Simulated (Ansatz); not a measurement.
# C3H4BNS (SMILES CB1N=C=CS1): CCSD/pcseg-0 (density fitting with def2-universal-jkfit, cc-pVDZ-rifit for correlation)

Aim: the energy change on altering one bond length of C3H4BNS at CCSD/pcseg-0 (density fitting with def2-universal-jkfit, cc-pVDZ-rifit for correlation), from 2 runs. 

The calculation is run with Ansatz 0.2.0.

**1. The molecule**

C3H4BNS: 10 atoms, total charge 0, spin state singlet. SMILES: `CB1N=C=CS1`. The coordinates come from a PBE0-D4/def2-TZVP relaxation.

Bond lengths: C1–B2 1.559 Å, B2–N3 1.470 Å, N3–C4 1.233 Å, C4–C5 1.312 Å, B2–S6 1.864 Å, C5–S6 1.789 Å, C1–H7 1.094 Å, C1–H8 1.094 Å, C1–H9 1.092 Å, C5–H10 1.071 Å. Some angles: C1–B2–N3 124.9°, C1–B2–S6 123.4°, N3–B2–S6 111.7°, B2–N3–C4 92.5°, N3–C4–C5 152.2°, C4–C5–S6 92.7°, B2–S6–C5 90.9°, B2–C1–H7 110.6°, B2–C1–H8 110.6°, B2–C1–H9 112.2°.

**2. A single-point energy at CCSD/pcseg-0 (density fitting with def2-universal-jkfit, cc-pVDZ-rifit for correlation)**

File in.yaml:

```yaml
crystal:
  periodic: [false, false, false]
  atoms:
    - symbol: C
      position_ang: [-0.954000, -1.145700, 1.015900]
    - symbol: B
      position_ang: [-0.094300, -0.248000, 0.075500]
    - symbol: N
      position_ang: [0.658100, -0.730200, -1.092200]
    - symbol: C
      position_ang: [1.074000, 0.399500, -1.357900]
    - symbol: C
      position_ang: [1.161700, 1.688200, -1.128200]
    - symbol: S
      position_ang: [0.099600, 1.590800, 0.308600]
    - symbol: H
      position_ang: [-0.338100, -1.927500, 1.469500]
    - symbol: H
      position_ang: [-1.742200, -1.650700, 0.450100]
    - symbol: H
      position_ang: [-1.423300, -0.571900, 1.818100]
    - symbol: H
      position_ang: [1.641700, 2.544300, -1.556600]
basis:
  gaussian:
    orbitals: pcseg-0.json
    fitting: {mean_field: def2-universal-jkfit, correlation: cc-pVDZ-rifit.json}
correlation: {method: ccsd, frozen_orbitals: {B: 1, C: 1, H: 0, "N": 1, S: 5}}
accuracy: high
total_charge: 0
```

The basis set pcseg-0 is read from a file made from the Basis Set Exchange's data (not shown).

Run with:

```sh
ansatz run in.yaml --threads 1 --pin off --max-ram 2610MiB --events-out events.jsonl --progress --plain --runs-dir runs
```

The log of the run, cut to the lines that bear on the results:

```text
Warning: RAYON_NUM_THREADS=1 ignored (pool sized by the plan → 1); use --threads N
Functional definition: HF
  name "HF"
[...]
577 factors; integrals over basis functions are off by at most 1.9e-2 eV
412 factors; integrals over basis functions are off by at most 5.9e-1 eV
[...]
mean field -16093.45659302 eV, -591.4236212568 hartree, gradient 2.7e-8 eV, S^2 0.000000; 0 other end points of the search recorded, 0 dependent functions left out
10 core orbitals not correlated: weight in the atoms' cores, before any rotation towards them, 1.000 or more for the frozen orbitals, at most 0.000 for the correlated occupied ones
reference -16093.45659302 eV, -591.4236212568 hartree; 15, 15 occupied and 41, 41 virtual orbitals, 412 factors
second order -13.49812509 eV of doubles, -0.00000000 eV of singles
cycle   1  -13.50423214 eV  change   -6.1e-3 eV  update   1.4e-1
[...]
cycle  23  -14.25775563 eV  change   -2.3e-9 eV  update   3.7e-9
Total energy: -16107.71434865 eV, -591.9475841119 hartree
```

Run time: 7.5 s. Hardware: 1 thread of Intel Xeon at 2.50GHz (Skylake/Cascade Lake), shared host; peak memory 0.17 GiB.

**3. The distorted shape at the same level**

File in.yaml:

```yaml
crystal:
  periodic: [false, false, false]
  atoms:
    - symbol: C
      position_ang: [-0.892422, -1.223864, 1.061251]
    - symbol: B
      position_ang: [-0.032722, -0.326164, 0.120851]
    - symbol: N
      position_ang: [0.719678, -0.808364, -1.046849]
    - symbol: C
      position_ang: [1.135578, 0.321336, -1.312549]
    - symbol: C
      position_ang: [1.223278, 1.610036, -1.082849]
    - symbol: S
      position_ang: [0.161178, 1.512636, 0.353951]
    - symbol: H
      position_ang: [-0.338100, -1.927500, 1.469500]
    - symbol: H
      position_ang: [-1.680622, -1.728864, 0.495451]
    - symbol: H
      position_ang: [-1.361722, -0.650064, 1.863451]
    - symbol: H
      position_ang: [1.703278, 2.466136, -1.511249]
basis:
  gaussian:
    orbitals: pcseg-0.json
    fitting: {mean_field: def2-universal-jkfit, correlation: cc-pVDZ-rifit.json}
correlation: {method: ccsd, frozen_orbitals: {B: 1, C: 1, H: 0, "N": 1, S: 5}}
accuracy: high
total_charge: 0
```

The basis set pcseg-0 is read from a file made from the Basis Set Exchange's data (not shown).

Run with:

```sh
ansatz run in.yaml --threads 1 --pin off --max-ram 2610MiB --events-out events.jsonl --progress --plain --runs-dir runs
```

The log of the run, cut to the lines that bear on the results:

```text
Warning: RAYON_NUM_THREADS=1 ignored (pool sized by the plan → 1); use --threads N
[... 2 set-up lines as earlier in the session ...]
[...]
577 factors; integrals over basis functions are off by at most 1.9e-2 eV
412 factors; integrals over basis functions are off by at most 5.9e-1 eV
[...]
mean field -16093.20767627 eV, -591.4144737348 hartree, gradient 2.7e-8 eV, S^2 0.000000; 0 other end points of the search recorded, 0 dependent functions left out
10 core orbitals not correlated: weight in the atoms' cores, before any rotation towards them, 1.000 or more for the frozen orbitals, at most 0.000 for the correlated occupied ones
reference -16093.20767627 eV, -591.4144737348 hartree; 15, 15 occupied and 41, 41 virtual orbitals, 412 factors
second order -13.45072866 eV of doubles, -0.00000000 eV of singles
cycle   1  -13.45457907 eV  change   -3.9e-3 eV  update   1.4e-1
[...]
cycle  26  -14.19900246 eV  change   1.6e-10 eV  update   2.2e-9
Total energy: -16107.40667872 eV, -591.9362774507 hartree
```

Wall time 7.8 s (1 thread of Intel Xeon at 2.50GHz (Skylake/Cascade Lake), shared host); peak memory 0.17 GiB.

**4. Results**

At CCSD/pcseg-0 (density fitting with def2-universal-jkfit, cc-pVDZ-rifit for correlation), 10 core orbitals frozen:

| quantity | value |
| --- | --- |
| first shape: total energy | -591.94758 Eh |
| first shape: correlation energy (10 core orbitals frozen) | -524.0 mEh |
| first shape: T1 diagnostic | 0.021 |
| distorted shape: total energy | -591.93628 Eh |
| distorted shape: correlation energy (10 core orbitals frozen) | -521.8 mEh |
| distorted shape: T1 diagnostic | 0.021 |
| energy change with the C1–H7 bond shortened from 1.094 to 0.984 Å | 0.308 eV |

In words: With the C1–H7 bond shortened from 1.094 to 0.984 Å the energy rises by 0.31 eV (29.7 kJ/mol). The first shape isn't relaxed at this level, so the change isn't measured from a minimum. The T1 diagnostic (first shape) of 0.021 is above the customary mark for such species, so a single reference may not serve. The T1 diagnostic (distorted shape) of 0.021 is above the customary mark for such species, so a single reference may not serve.
